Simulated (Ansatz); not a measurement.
# CsLiCr2Te2S3 in Ansatz: the effect of Hubbard term

The system is CsLiCr2Te2S3.

```
CELL_PARAMETERS angstrom
6.10792 -0.01886 0.00581
-2.28822 5.93151 0.00333
-1.38462 -2.19395 7.56260
ATOMIC_POSITIONS crystal
Cs 0.06348 0.10178 0.99394
Li 0.57026 0.58143 0.57403
Cr 0.07801 0.50138 0.57990
Cr 0.43162 0.02972 0.53722
Te 0.54458 0.76732 0.28198
Te 0.01143 0.65932 0.29902
S 0.77800 0.37133 0.70773
S 0.39402 0.82508 0.74875
S 0.19605 0.23009 0.48646
```

The cell was built by a generator and needn't be a form met in nature.

Alike in all runs:

```yaml
Program: Ansatz 0.2.0
Task: projected density of states
Functional: PBE
Potentials_or_basis: Ansatz PAW
Cutoff: "420 eV (not typed: the program's choice for these potentials)"
k_mesh: 5 × 5 × 4
Occupations: fermi-dirac, width 0.05 eV
Spin: collinear spin, ferromagnetic start
Starting_moments: "[0.0, 0.0, 3.0, 3.0, 0.0, 0.0, 0.0, 0.0, 0.0] μB"
Hubbard_projectors: ortho-atomic (the default)
Double_counting: fll (the default)
```

| Hubbard term | pressure (GPa) | largest force (eV/Å) |
| --- | --- | --- |
| Cr d U = 2 eV | 1.2 | 0.42 |
| Cr d U = 4 eV | ? | ? |
| Cr d U = 6 eV | 3.7 | 1.35 |
| Cr d U = 8 eV | 4.9 | 1.84 |

What does the run with Hubbard term Cr d U = 4 eV give?

Pressure 2.5 GPa; largest force 0.84 eV/Å.

Worked out: A straight line through the other rows of the pressure, of slope 0.618 GPa per eV, gives 2.4 GPa, against the run's 2.5. A straight line through the other rows of the largest force, of slope 0.236 eV/Å per eV, gives 0.89 eV/Å, against the run's 0.84.

Caveats: the magnetic or orbital state may not be the lowest; only a ferromagnetic start was run, and an antiferromagnetic order may lie lower in energy; odd divisions of the mesh miss points on the zone boundary, where band edges often lie, so the gap on the mesh can be too wide (some runs); spin-orbit coupling is left out, which moves the levels of the heavy elements (some runs); forces of over 1 eV/Å show positions far from the minimum, so gaps and moduli don't describe the material at rest (some runs).
